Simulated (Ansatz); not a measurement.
# ZrS: the cost of one run

Computed with Ansatz 0.2.0 (DFT LDA, scalar-relativistic, plane waves, PAW, unless a step's input says otherwise).

The COD entry's cell or inner coordinates are ideal or old and differ from later refinements, so a difference from it is no clean test against experiment.

4 further runs of the same task are left out: 4 set aside as unsound or not needed.

## 1. The system as given

It takes space group Fm-3m (No. 225, cubic). The conventional cell has a = 5.136 Å, b = 5.136 Å, c = 5.136 Å, α = 90.00°, β = 90.00°, γ = 90.00°. Zr (site symmetry m-3m) is surrounded by 6 S at 2.57 Å. Around S (site symmetry m-3m) lie 6 Zr at 2.57 Å.

As a file:

```cif
data_structure
_symmetry_space_group_name_H-M 'Fm-3m'
_symmetry_Int_Tables_number 225
_cell_length_a 5.1365
_cell_length_b 5.1365
_cell_length_c 5.1365
_cell_angle_alpha 90.000
_cell_angle_beta 90.000
_cell_angle_gamma 90.000
_cell_volume 135.52
loop_
_atom_site_label
_atom_site_type_symbol
_atom_site_symmetry_multiplicity
_atom_site_Wyckoff_symbol
_atom_site_fract_x
_atom_site_fract_y
_atom_site_fract_z
_atom_site_occupancy
Zr1 Zr 4 a 0.00000 0.00000 0.00000 1
S1 S 4 b 0.50000 0.00000 0.00000 1
```

This cell was relaxed beforehand with the same method: volume 16.94 Å³/atom, gap on the mesh none (metal).

## 2. The cell at 0.98 of its volume

Contents of input.yaml:

```yaml
crystal:
  lattice:
    - [0.0, 2.5509933667, 2.5509933667]
    - [2.5509933667, 0.0, 2.5509933667]
    - [2.5509933667, 2.5509933667, 0.0]
  atoms:
    - { symbol: Zr, position: [0.0, 0.0, 0.0] }
    - { symbol: S, position: [0.5, 0.5, 0.5] }
basis:
  ecutwfc: 420
kpoints:
  mp_grid: { grid: [14, 14, 14] }
hamiltonian:
  xc: lda
scf:
  occupations: { method: fermi_dirac, width: 0.15 }
output:
  forces: true
  stress: true
  eigenvalues: true
```

Started as:

```bash
> ansatz run input.yaml --threads 1 --pin off --max-ram 3072MiB --backend cpu --events-out ev --progress --plain --runs-dir out
```

Q: Estimate wall time and peak memory on 1 thread of Arm Neoverse V1, shared host.

About 2.7 s, with a peak of 0.32 GiB.
